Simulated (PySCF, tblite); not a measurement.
# C4H12OSSi2: geometry, infrared bands and NMR shifts

Wanted: the infrared bands and NMR shifts of C4H12OSSi2 (`[SiH3]SCO[SiH]1CCC1`), by calculation.

Computed with tblite 0.8.0 and PySCF 2.14.0, with density-fitted response routines of our own, on a single molecule in the gas phase. Atoms count from 0, in the outputs and in this text.

**1. The starting structure**

20 atoms, charge 0, multiplicity 1; geometry from: force field or distance geometry start.

Bonds of the start (Å): Si0–S1 2.15, S1–C2 1.82, C2–O3 1.41, O3–Si4 1.65, Si4–C5 1.88, C5–C6 1.56, C6–C7 1.56, C7–Si4 1.89, Si0–H8 1.48, Si0–H9 1.48, Si0–H10 1.49, C2–H11 1.10, C2–H12 1.09, Si4–H13 1.49, C5–H14 1.08, C5–H15 1.09, C6–H16 1.11, C6–H17 1.10, C7–H18 1.10, C7–H19 1.09.

**2. Geometry optimisation with GFN2-xTB**

The job: settings as JSON, then the geometry in Å.

```
{"job": {"kind": "relax", "xc": "GFN2-xTB", "basis": "xTB"}, "charge": 0, "multiplicity": 1}
Si    -3.300200    -0.873600     0.831500
S     -3.171000    -0.201500    -1.206300
C     -1.383000    -0.329800    -1.524400
O     -0.664500     0.609200    -0.749200
Si     0.979600     0.667400    -0.914000
C      1.944400    -0.645000     0.029800
C      1.971900     0.339700     1.244000
C      1.928300     1.646600     0.395000
H     -2.678100     0.116500     1.743200
H     -2.609300    -2.175000     0.947300
H     -4.742500    -1.050000     1.183100
H     -1.254300    -0.111300    -2.591700
H     -1.063100    -1.352700    -1.327100
H      1.409000     0.860100    -2.331100
H      1.427900    -1.580800     0.211200
H      2.932100    -0.841500    -0.387500
H      1.110300     0.223400     1.926200
H      2.864000     0.243000     1.877200
H      1.385900     2.478800     0.856200
H      2.907200     1.987300     0.052200
```

On the command line:

```sh
OMP_NUM_THREADS=1 python probes_run.py task.json out
```

This one command runs all jobs of the session in turn.

**Question.** This job is followed by: GFN2-xTB harmonic vibrations, gas phase; GIAO PBE0/pcSseg-1 NMR shielding, non-relativistic, gas phase. Predict these results of the whole session: strongest single infrared mode (GFN2-xTB); zero-point energy (GFN2-xTB); ¹³C shifts against TMS (PBE0/pcSseg-1, means over atoms taken as alike); ¹H shifts against TMS (PBE0/pcSseg-1, means over atoms taken as alike); ²⁹Si shifts against TMS (PBE0/pcSseg-1); ³³S shifts against CS2 (PBE0/pcSseg-1); ¹⁷O shifts against H2O (PBE0/pcSseg-1).

**Answer**, as computed:

| quantity | value |
| --- | --- |
| strongest single infrared mode (GFN2-xTB) | 1117 cm⁻¹, 419 km/mol |
| zero-point energy (GFN2-xTB) | 93.3 kcal/mol |
| ¹³C shifts against TMS (PBE0/pcSseg-1, means over atoms taken as alike) | 68.2, 20.6, 15.0 ppm |
| ¹H shifts against TMS (PBE0/pcSseg-1, means over atoms taken as alike) | 5.95, 5.12, 4.49, 2.01, 1.73, 1.72, 1.44 ppm |
| ²⁹Si shifts against TMS (PBE0/pcSseg-1) | -6.5, -57.4 ppm |
| ³³S shifts against CS2 (PBE0/pcSseg-1) | -128 ppm |
| ¹⁷O shifts against H2O (PBE0/pcSseg-1) | 71.7 ppm |

What this shows: Over 269 steps the energy fell by 0.576 eV; of the close pairs, Si0–H10 changed most, 1.495 to 1.452 Å. All 54 modes are real, so the xTB geometry is a minimum. The strongest single mode, at 1117 cm⁻¹, moves mainly O3 and C2. Unscaled tight-binding wavenumbers are off by several per cent, some by more. Its intensities can rank the bands wrongly. The most deshielded carbon is C2 (sp3 CH2 bonded to O and S), at 68.2 ppm: pulled downfield by the heteroatom. At PBE0/pcSseg-1: The widest tensor belongs to S1: span 451 ppm, with a paramagnetic part of -426 ppm.
